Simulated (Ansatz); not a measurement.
**ClF2HNSi radical: a ladder of functionals**

An exercise on one series of results from a longer session: the logs are not shown, and one member is left open.

Method: functionals in def2-TZVPP; program: Ansatz 0.2.0, Gaussian basis.

Plan: LDA (SPW92), PBE-D4, revPBE-D4, BLYP-D4, r2SCAN-D4, B97M-V, PBE0-D4, B3LYP-D4, r2SCANh-D4.

## Structure used throughout

All runs share one geometry, relaxed beforehand with PBE0-D4 in a triple-zeta def2 set.

SMILES `[NH][Si](F)(F)Cl`, 6 atoms, charge 0, spin multiplicity 2.

Atoms are counted from 1 here; the program's logs count them from 0.

Bond lengths: N1–Si2 1.722 Å, N1–H6 1.021 Å, Si2–F3 1.578 Å, Si2–F4 1.571 Å, Si2–Cl5 2.018 Å. Angles: Si2–N1–H6 114.3°, N1–Si2–F3 113.2°, N1–Si2–F4 109.0°, N1–Si2–Cl5 108.9°, F3–Si2–F4 106.6°, F3–Si2–Cl5 109.8°, F4–Si2–Cl5 109.2°.

The first run:

in.yaml reads:

```yaml
crystal:
  periodic: [false, false, false]
  atoms:
    - {symbol: N, position_ang: [0.109704, 0.566254, 1.248554]}
    - {symbol: Si, position_ang: [0.180190, -0.228513, -0.277030]}
    - {symbol: F, position_ang: [-0.799975, -1.460651, -0.382678]}
    - {symbol: F, position_ang: [1.631782, -0.788674, -0.495909]}
    - {symbol: Cl, position_ang: [-0.242357, 1.107703, -1.728891]}
    - {symbol: H, position_ang: [-0.837344, 0.739782, 1.589655]}
basis:
  gaussian: {orbitals: def2-TZVPP}
magnetization: {spin_polarized: true, initial_magnetization: 1}
hamiltonian: {xc: lda}
output: {orbitals: {seedname: orbitals}}
```

Command:

```sh
> ansatz run in.yaml --threads 2 --pin off --events-out ev --progress --plain --max-ram 32768MiB --backend cpu
```

Among the steps run: LDA; PBE-D4 (GGA); revPBE-D4 (GGA); BLYP-D4 (GGA); r2SCAN-D4 (meta-GGA); B97M-V (meta-GGA); B3LYP-D4 (hybrid); r2SCANh-D4 (hybrid).

One table of the session follows, with a row left open; its other results are not shown here.

It belongs to the step «Orbital energies across the functionals». 

```
 functional  HOMO (eV)  LUMO (eV)  gap (eV)
LDA (SPW92)      -7.56      -6.52      1.04
     PBE-D4      -7.48      -5.87      1.61
  revPBE-D4      -7.42      -5.70      1.72
    BLYP-D4      -7.35      -5.83      1.52
  r2SCAN-D4      -7.85      -5.23      2.63
     B97M-V          ?          ?         ?
    PBE0-D4      -9.08      -4.39      4.69
   B3LYP-D4      -8.81      -4.87      3.94
 r2SCANh-D4      -8.44      -4.71      3.73
```

Estimate the missing values for B97M-V.

The run gave: HOMO (eV): -7.95; LUMO (eV): -5.32; gap (eV): 2.63. In the column «HOMO (eV)» it lies between r2SCANh-D4 (-8.44) and r2SCAN-D4 (-7.85).
